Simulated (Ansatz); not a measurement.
# AlH₃OSiZn: one molecule under many settings

Aim: run AlH₃OSiZn under a spread of inputs, and see what each costs and gives.

Program: Ansatz 0.2.0, Gaussian basis. Level of theory: the settings change from run to run. These are calculated values, not measurements.

## 1. The relaxed structure

The structure was relaxed beforehand with PBE0-D4 in a triple-zeta def2 set.

7 atoms, charge 0, spin multiplicity 1.

Atoms are counted from 1 here; the program's logs count them from 0.

Bond lengths: O1–Al2 1.697 Å, O1–Zn4 1.879 Å, Al2–Si3 2.507 Å, Al2–H5 1.580 Å, Si3–Zn4 2.377 Å, Si3–H6 1.489 Å, Si3–H7 1.489 Å. Angles: Al2–O1–Zn4 96.1°, O1–Al2–Si3 99.2°, O1–Al2–H5 126.6°, Si3–Al2–H5 134.2°, Al2–Si3–Zn4 66.0°, Al2–Si3–H6 121.4°, Al2–Si3–H7 121.4°, Zn4–Si3–H6 116.7°, Zn4–Si3–H7 116.7°, H6–Si3–H7 108.7°, O1–Zn4–Si3 98.6°.

## 2. r2SCAN/def2-SVPD

This run has the search for lower states set to full.

The input, in.yaml:

```yaml
crystal:
  periodic: [false, false, false]
  atoms:
    - {symbol: O, position_ang: [-1.914440, -0.572788, -0.704136]}
    - {symbol: Al, position_ang: [-0.452133, 0.078521, -1.268278]}
    - {symbol: Si, position_ang: [0.822096, 0.132024, 0.889587]}
    - {symbol: Zn, position_ang: [-1.386035, -0.725490, 1.092282]}
    - {symbol: H, position_ang: [-0.116125, 0.491760, -2.755791]}
    - {symbol: H, position_ang: [1.109682, 1.414404, 1.589825]}
    - {symbol: H, position_ang: [1.936955, -0.818431, 1.156522]}
basis:
  gaussian: {orbitals: def2-SVPD}
hamiltonian: {xc: {name: r2SCAN}}
scf: {lower_state_search: full}
output: {forces: true}
```

Started as:

```
ansatz run in.yaml --threads 2 --pin off --events-out ev --progress --plain --max-ram 4352MiB
```

What it wrote (excerpt; [...] marks lines left out):

```text
Functional definition: r2SCAN
  name "r2SCAN"
  cite "Furness, Kaplan, Ning, Perdew & Sun, J. Phys. Chem. Lett. 11, 8208 (2020) doi:10.1021/acs.jpclett.0c02405"
  cite "Furness, Kaplan, Ning, Perdew & Sun, J. Phys. Chem. Lett. 11, 9248 (2020) doi:10.1021/acs.jpclett.0c03077"
  parent r2scan
[...]
1213 factors; their error is unknown
[...]
mean field -64975.40816333 eV, -2387.8022080891 hartree, gradient 8.4e-6 eV, S^2 0.000000; 2 other end points of the search recorded, 0 dependent functions left out
[...]
reference -64975.40818120 eV, -2387.8022087455 hartree; 34, 34 occupied and 95, 95 virtual orbitals, 1213 factors
Total energy: -64975.40818120 eV, -2387.8022087455 hartree
Atom 0 at    -1.914440    -0.572788    -0.704136 Å, force    -0.593484    -0.273510     0.275974 eV/Å
Atom 1 at    -0.452133     0.078521    -1.268278 Å, force     0.577139     0.260592    -0.239646 eV/Å
Atom 2 at     0.822096     0.132024     0.889587 Å, force    -0.182089    -0.061882    -0.028942 eV/Å
Atom 3 at    -1.386035    -0.725490     1.092282 Å, force     0.093822     0.045912    -0.057615 eV/Å
Atom 4 at    -0.116125     0.491760    -2.755791 Å, force     0.000282     0.006679    -0.034313 eV/Å
Atom 5 at     1.109682     1.414404     1.589825 Å, force     0.015226     0.110763     0.061554 eV/Å
Atom 6 at     1.936955    -0.818431     1.156522 Å, force     0.089103    -0.088554     0.022988 eV/Å
Dipole moment:     0.040694    -0.048048     0.325306 e Å
```

Wall time 6 s (2 threads of Intel Xeon 6975P-C, shared host).

Largest force 0.709 eV/Å, dipole 1.59 D.

## 3. wB97/def2-mTZVP

Set apart from the defaults: relativity set to none.

in.yaml, as its differences from that of step 2:

```diff
@@ -11,5 +11,4 @@
 basis:
-  gaussian: {orbitals: def2-SVPD}
-hamiltonian: {xc: {name: r2SCAN}}
-scf: {lower_state_search: full}
+  gaussian: {orbitals: def2-mTZVP}
+hamiltonian: {xc: {name: wB97}, pseudopotentials: {relativity: none}}
 output: {forces: true}
```

Same command.

What it wrote (excerpt; [...] marks lines left out):

```text
Functional definition: wB97
  name "wB97"
  cite "Chai & Head-Gordon, J. Chem. Phys. 128, 084106 (2008) doi:10.1063/1.2834918"
  cite "Becke, J. Chem. Phys. 107, 8554 (1997) doi:10.1063/1.475007"
[...]
  # The coefficients of nought are those of the uniform gas.
[...]
      + integral(e_c_pw_opposite_spin*poly(b97_u_opposite, 1, cos1, cos2, cos3, cos4))
1107 factors; their error is unknown
372 factors; integrals over basis functions are off by at most 1.3e-5 eV
[...]
mean field -64994.52512851 eV, -2388.5047436015 hartree, gradient 6.5e-5 eV, S^2 0.000000; 0 other end points of the search recorded, 0 dependent functions left out
[...]
reference -64994.52511546 eV, -2388.5047431216 hartree; 34, 34 occupied and 76, 76 virtual orbitals, 1107 factors
Total energy: -64994.52511546 eV, -2388.5047431216 hartree
Atom 0 at    -1.914440    -0.572788    -0.704136 Å, force    -0.125317    -0.092213     0.235679 eV/Å
Atom 1 at    -0.452133     0.078521    -1.268278 Å, force     0.279282     0.123012    -0.099309 eV/Å
Atom 2 at     0.822096     0.132024     0.889587 Å, force    -0.272177    -0.112688     0.060753 eV/Å
Atom 3 at    -1.386035    -0.725490     1.092282 Å, force     0.209080     0.105128    -0.142713 eV/Å
Atom 4 at    -0.116125     0.491760    -2.755791 Å, force    -0.014542    -0.017681     0.062880 eV/Å
Atom 5 at     1.109682     1.414404     1.589825 Å, force    -0.014126    -0.067704    -0.071307 eV/Å
Atom 6 at     1.936955    -0.818431     1.156522 Å, force    -0.062200     0.062147    -0.045982 eV/Å
Dipole moment:    -0.016310    -0.081343     0.388037 e Å
```

It took 4.2 s on 2 threads of Intel Xeon 6975P-C, shared host; peak memory 0.27 GiB.

Largest force 0.321 eV/Å, dipole 1.91 D.

## 4. RPBE/def2-TZVPP

This run has multiplicity 3, atoms shaken by 0.15 Å, D4 dispersion.

The input, in.yaml:

```yaml
crystal:
  periodic: [false, false, false]
  atoms:
    - {symbol: O, position_ang: [-1.909239, -0.678582, -0.458477]}
    - {symbol: Al, position_ang: [-0.405494, 0.075711, -1.365325]}
    - {symbol: Si, position_ang: [0.922822, -0.130581, 0.788860]}
    - {symbol: Zn, position_ang: [-1.413530, -0.742382, 1.028133]}
    - {symbol: H, position_ang: [-0.136068, 0.388454, -2.793596]}
    - {symbol: H, position_ang: [1.364568, 1.424311, 2.022164]}
    - {symbol: H, position_ang: [2.262072, -0.733822, 1.215654]}
basis:
  gaussian: {orbitals: def2-TZVPP}
magnetization: {spin_polarized: true, initial_magnetization: 2}
hamiltonian: {xc: {name: RPBE}, dispersion: d4}
output: {forces: true}
```

Launched as before.

What it wrote (excerpt; [...] marks lines left out):

```text
Functional definition: RPBE
  name "RPBE"
  cite "Hammer, Hansen & Nørskov, Phys. Rev. B 59, 7413 (1999) doi:10.1103/PhysRevB.59.7413"
  cite "Perdew, Burke & Ernzerhof, Phys. Rev. Lett. 77, 3865 (1996) doi:10.1103/PhysRevLett.77.3865"
[...]
1384 factors; their error is unknown
[...]
mean field -64984.24209334 eV, -2388.1268490289 hartree, gradient 3.1e-5 eV, S^2 2.006556; 6 other end points of the search recorded, 0 dependent functions left out
[...]
reference -64984.24214207 eV, -2388.1268508198 hartree; 35, 33 occupied and 186, 188 virtual orbitals, 1384 factors
Total energy: -64984.87620555 eV, -2388.1501522230 hartree
Atom 0 at    -1.909239    -0.678582    -0.458477 Å, force    -1.293943     1.254251   -10.455210 eV/Å
Atom 1 at    -0.405494     0.075711    -1.365325 Å, force    -1.548445    -0.773395     3.033524 eV/Å
Atom 2 at     0.922822    -0.130581     0.788860 Å, force     2.329132     2.282558     1.205431 eV/Å
Atom 3 at    -1.413530    -0.742382     1.028133 Å, force     1.424777    -0.746747     9.857677 eV/Å
Atom 4 at    -0.136068     0.388454    -2.793596 Å, force     0.259444     0.062912    -1.633038 eV/Å
Atom 5 at     1.364568     1.424311     2.022164 Å, force    -1.046158    -1.931009    -1.591969 eV/Å
Atom 6 at     2.262072    -0.733822     1.215654 Å, force    -0.124807    -0.148570    -0.416415 eV/Å
Dipole moment:     0.174615    -0.105328    -0.262615 e Å
```

It took 15 s on 2 threads of Intel Xeon 6975P-C, shared host; peak memory 0.48 GiB.

Largest force 10.609 eV/Å, dipole 1.60 D, ⟨S²⟩ 2.007.

## 5. RPA/aug-pcseg-2

Options: the search for lower states set to off.

The input, in.yaml:

```yaml
crystal:
  periodic: [false, false, false]
  atoms:
    - {symbol: O, position_ang: [-1.914440, -0.572788, -0.704136]}
    - {symbol: Al, position_ang: [-0.452133, 0.078521, -1.268278]}
    - {symbol: Si, position_ang: [0.822096, 0.132024, 0.889587]}
    - {symbol: Zn, position_ang: [-1.386035, -0.725490, 1.092282]}
    - {symbol: H, position_ang: [-0.116125, 0.491760, -2.755791]}
    - {symbol: H, position_ang: [1.109682, 1.414404, 1.589825]}
    - {symbol: H, position_ang: [1.936955, -0.818431, 1.156522]}
basis:
  gaussian: {orbitals: aug-pcseg-2}
hamiltonian: {xc: {name: HF}}
correlation: {method: rpa}
scf: {lower_state_search: off}
```

Same command.

What it wrote (excerpt; [...] marks lines left out):

```text
Functional definition: HF
  name "HF"
  cite "Fock, Z. Phys. 61, 126 (1930) doi:10.1007/BF01340294"
  parent pbe
[...]
2014 factors; integrals over basis functions are off by at most 8.2e-4 eV
[...]
mean field -64908.07872716 eV, -2385.3278969473 hartree, gradient 2.2e-6 eV, S^2 0.000000; 0 other end points of the search recorded, 0 dependent functions left out
16 core orbitals not correlated, not the lowest: weight in the atoms' cores, before any rotation towards them, 1.000 or more for the frozen orbitals, at most 0.000 for the correlated occupied ones
reference -64908.07872716 eV, -2385.3278969473 hartree; 18, 18 occupied and 262, 262 virtual orbitals, 2014 factors
Total energy: -64941.75520247 eV, -2386.5654845880 hartree
Checks for a lower state left out: stability, starts, cluster_reference, orbital_swaps, neighbouring_geometries, increment
```

It took 13 s on 2 threads of Intel Xeon 6975P-C, shared host; peak memory 1.1 GiB.

## 6. CCSD/aug-cc-pVDZ

Set apart from the defaults: a point charge of 1.00 e beside it, correlated electrons set to all, the search for lower states set to full.

in.yaml, as its differences from that of step 5:

```diff
@@ -11,5 +11,5 @@
 basis:
-  gaussian: {orbitals: aug-pcseg-2}
+  gaussian: {orbitals: aug-cc-pVDZ, point_charges: [{charge: 1.00, position_ang: [5.394, -0.986, -0.041]}]}
 hamiltonian: {xc: {name: HF}}
-correlation: {method: rpa}
-scf: {lower_state_search: off}
+correlation: {method: ccsd, electrons: all}
+scf: {lower_state_search: full}
```

Same command.

What it wrote (excerpt; [...] marks lines left out):

```text
Functional definition: HF
  name "HF"
  cite "Fock, Z. Phys. 61, 126 (1930) doi:10.1007/BF01340294"
  parent pbe
[...]
1641 factors; integrals over basis functions are off by at most 6.2e-4 eV
[...]
mean field -64908.23244595 eV, -2385.3335460084 hartree, gradient 1.3e-6 eV, S^2 0.000000; 2 other end points of the search recorded, 0 dependent functions left out
reference -64908.23244595 eV, -2385.3335460084 hartree; 34, 34 occupied and 129, 129 virtual orbitals, 1641 factors
second order -29.93353890 eV of doubles, -0.00000000 eV of singles
cycle   1  -26.89013868 eV  change     3.0e0 eV  update   1.9e-1
[...]
cycle  14  -28.47262595 eV  change    3.8e-5 eV  update   6.1e-6
Total energy: -64936.70507189 eV, -2386.3798957125 hartree
```

Run time: 68 s. Hardware: 2 threads of Intel Xeon 6975P-C, shared host; peak memory 3.1 GiB.

T1 0.016.

## 7. B2PLYP/aug-cc-pVTZ

in.yaml, as its differences from that of step 6:

```diff
@@ -11,5 +11,4 @@
 basis:
-  gaussian: {orbitals: aug-cc-pVDZ, point_charges: [{charge: 1.00, position_ang: [5.394, -0.986, -0.041]}]}
-hamiltonian: {xc: {name: HF}}
-correlation: {method: ccsd, electrons: all}
-scf: {lower_state_search: full}
+  gaussian: {orbitals: aug-cc-pVTZ}
+hamiltonian: {xc: {name: B2PLYP}}
+output: {forces: true}
```

Same command.

What it wrote (excerpt; [...] marks lines left out):

```text
Functional definition: B2PLYP
  name "B2PLYP"
  cite "Grimme, J. Chem. Phys. 124, 034108 (2006) doi:10.1063/1.2148954"
  cite "Becke, Phys. Rev. A 38, 3098 (1988) doi:10.1103/PhysRevA.38.3098"
  cite "Lee, Yang & Parr, Phys. Rev. B 37, 785 (1988) doi:10.1103/PhysRevB.37.785"
[...]
1908 factors; integrals over basis functions are off by at most 1.2e-3 eV
[...]
mean field -64969.63594210 eV, -2387.5900828711 hartree, gradient 6.0e-6 eV, S^2 0.000000; 0 other end points of the search recorded, 0 dependent functions left out
16 core orbitals not correlated, not the lowest: weight in the atoms' cores, before any rotation towards them, 1.000 or more for the frozen orbitals, at most 0.000 for the correlated occupied ones
reference -64969.63613779 eV, -2387.5900900628 hartree; 18, 18 occupied and 274, 274 virtual orbitals, 1908 factors
second order -44.28904425 eV of doubles, -0.00000000 eV of singles
[...]
Total energy: -64981.59417974 eV, -2388.0295399990 hartree
Atom 0 at    -1.914440    -0.572788    -0.704136 Å, force    -0.407101    -0.172550     0.111563 eV/Å
Atom 1 at    -0.452133     0.078521    -1.268278 Å, force     0.405813     0.222967    -0.372857 eV/Å
Atom 2 at     0.822096     0.132024     0.889587 Å, force     0.155418     0.045221     0.063509 eV/Å
Atom 3 at    -1.386035    -0.725490     1.092282 Å, force    -0.042923    -0.042322     0.136022 eV/Å
Atom 4 at    -0.116125     0.491760    -2.755791 Å, force    -0.012830    -0.022507     0.091009 eV/Å
Atom 5 at     1.109682     1.414404     1.589825 Å, force    -0.023745    -0.084126    -0.028017 eV/Å
Atom 6 at     1.936955    -0.818431     1.156522 Å, force    -0.074632     0.053316    -0.001229 eV/Å
Dipole moment:     0.061547    -0.036917     0.307763 e Å
```

Run time: 51 s. Hardware: 2 threads of Intel Xeon 6975P-C, shared host; peak memory 1.4 GiB.

Largest force 0.594 eV/Å, dipole 1.52 D.

## 8. PBE0-DH/x2c-TZVPPall

Options: multiplicity 3.

in.yaml, as its differences from that of step 7:

```diff
@@ -11,4 +11,5 @@
 basis:
-  gaussian: {orbitals: aug-cc-pVTZ}
-hamiltonian: {xc: {name: B2PLYP}}
+  gaussian: {orbitals: x2c-TZVPPall}
+magnetization: {spin_polarized: true, initial_magnetization: 2}
+hamiltonian: {xc: {name: PBE0-DH}}
 output: {forces: true}
```

Launched as before.

What it wrote (excerpt; [...] marks lines left out):

```text
Functional definition: PBE0-DH
  name "PBE0-DH"
  cite "Brémond & Adamo, J. Chem. Phys. 135, 024106 (2011) doi:10.1063/1.3604569"
  cite "Perdew, Burke & Ernzerhof, Phys. Rev. Lett. 77, 3865 (1996) doi:10.1103/PhysRevLett.77.3865"
[...]
1371 factors; integrals over basis functions are off by at most 1.1e-3 eV
[...]
mean field -65445.75387672 eV, -2405.0870942442 hartree, gradient 6.1e-6 eV, S^2 2.012364; 5 other end points of the search recorded, 0 dependent functions left out
16 core orbitals not correlated, not the lowest: weight in the atoms' cores, before any rotation towards them, 1.000 or more for the frozen orbitals, at most 0.000 for the correlated occupied ones
reference -65445.75390169 eV, -2405.0870951618 hartree; 19, 17 occupied and 186, 188 virtual orbitals, 1371 factors
second order -41.39931962 eV of doubles, -0.00000000 eV of singles
[...]
Total energy: -65450.92881664 eV, -2405.2772697786 hartree
Relativity: scalar
Atom 0 at    -1.914440    -0.572788    -0.704136 Å, force     1.100042     0.432288    -0.127647 eV/Å
Atom 1 at    -0.452133     0.078521    -1.268278 Å, force    -0.973051    -0.337265    -0.118818 eV/Å
Atom 2 at     0.822096     0.132024     0.889587 Å, force     1.978179     0.803263    -0.362551 eV/Å
Atom 3 at    -1.386035    -0.725490     1.092282 Å, force    -2.298871    -0.953781     0.525652 eV/Å
Atom 4 at    -0.116125     0.491760    -2.755791 Å, force     0.210498     0.043198     0.178957 eV/Å
Atom 5 at     1.109682     1.414404     1.589825 Å, force     0.026562    -0.088262    -0.066167 eV/Å
Atom 6 at     1.936955    -0.818431     1.156522 Å, force    -0.043360     0.100558    -0.029427 eV/Å
Dipole moment:     0.666205     0.243241     0.018523 e Å
```

Wall time 51 s (2 threads of Intel Xeon 6975P-C, shared host); peak memory 1.1 GiB.

Largest force 2.544 eV/Å, dipole 3.41 D, ⟨S²⟩ 2.012.

## 9. PBEsol/def2-mTZVPP

Set apart from the defaults: the search for lower states set to light.

in.yaml, as its differences from that of step 8:

```diff
@@ -11,5 +11,4 @@
 basis:
-  gaussian: {orbitals: x2c-TZVPPall}
-magnetization: {spin_polarized: true, initial_magnetization: 2}
-hamiltonian: {xc: {name: PBE0-DH}}
-output: {forces: true}
+  gaussian: {orbitals: def2-mTZVPP}
+hamiltonian: {xc: {name: PBEsol}}
+scf: {lower_state_search: light}
```

The command is unchanged.

What it wrote:

```text
Functional definition: PBEsol
  name "PBEsol"
  cite "Perdew et al., Phys. Rev. Lett. 100, 136406 (2008) doi:10.1103/PhysRevLett.100.136406"
  cite "Perdew, Burke & Ernzerhof, Phys. Rev. Lett. 77, 3865 (1996) doi:10.1103/PhysRevLett.77.3865"
  parent pbesol
  exchange = pbesol_x
  correlation = pbesol_c
1178 factors; their error is unknown
mean field evaluation 1: about -64887.9113 eV, gradient 9.5e1 eV
mean field evaluation 2: about -64713.0680 eV, gradient 2.5e2 eV
mean field evaluation 4: about -64895.3354 eV, gradient 6.1e1 eV
mean field evaluation 8: about -64902.2366 eV, gradient 6.5e-1 eV
mean field evaluation 16: about -64902.2129 eV, gradient 1.6e-4 eV
mean field -64902.21289752 eV, -2385.1123316839 hartree, gradient 4.7e-5 eV, S^2 0.000000; 0 other end points of the search recorded, 0 dependent functions left out
reference -64902.21294734 eV, -2385.1123335149 hartree; 34, 34 occupied and 87, 87 virtual orbitals, 1178 factors
Total energy: -64902.21294734 eV, -2385.1123335149 hartree
```

It took 1.6 s on 2 threads of Intel Xeon 6975P-C, shared host.

## 10. All runs side by side

```csv
level,charge,multiplicity,geometry,functions,energy (eV),time
r2SCAN/def2-SVPD,0,1,relaxed,129,-64975.408,6 s
wB97/def2-mTZVP,0,1,relaxed,110,-64994.525,4.2 s
RPBE/def2-TZVPP,0,3,shaken,221,-64984.876,15 s
RPA/aug-pcseg-2,0,1,relaxed,296,-64941.755,13 s
CCSD/aug-cc-pVDZ,0,1,"relaxed, point charge",163,-64936.705,68 s
B2PLYP/aug-cc-pVTZ,0,1,relaxed,308,-64981.594,51 s
PBE0-DH/x2c-TZVPPall,0,3,relaxed,221,-65450.929,51 s
PBEsol/def2-mTZVPP,0,1,relaxed,121,-64902.213,1.6 s
```

## 11. Outcome

```
                                         quantity                      value
                                             runs                          8
                                         quickest  PBEsol/def2-mTZVPP, 1.6 s
                                          slowest     CCSD/aug-cc-pVDZ, 68 s
spread of total energies, same state and geometry                    92.3 eV
                  dipole, same state and geometry             1.52 to 1.91 D
```

CCSD/aug-cc-pVDZ took 43 times as long as PBEsol/def2-mTZVPP. The jobs differ in tasks and options as well as level. The totals spread over 92 eV; they can't be compared across methods or bases. At the PBE0-D4/def2-TZVP geometry and in the same state, runs without warnings or point charges leave forces up to 0.71 eV/Å (r2SCAN/def2-SVPD). At that geometry and state the dipole changes by 26 % between the lowest and highest value.
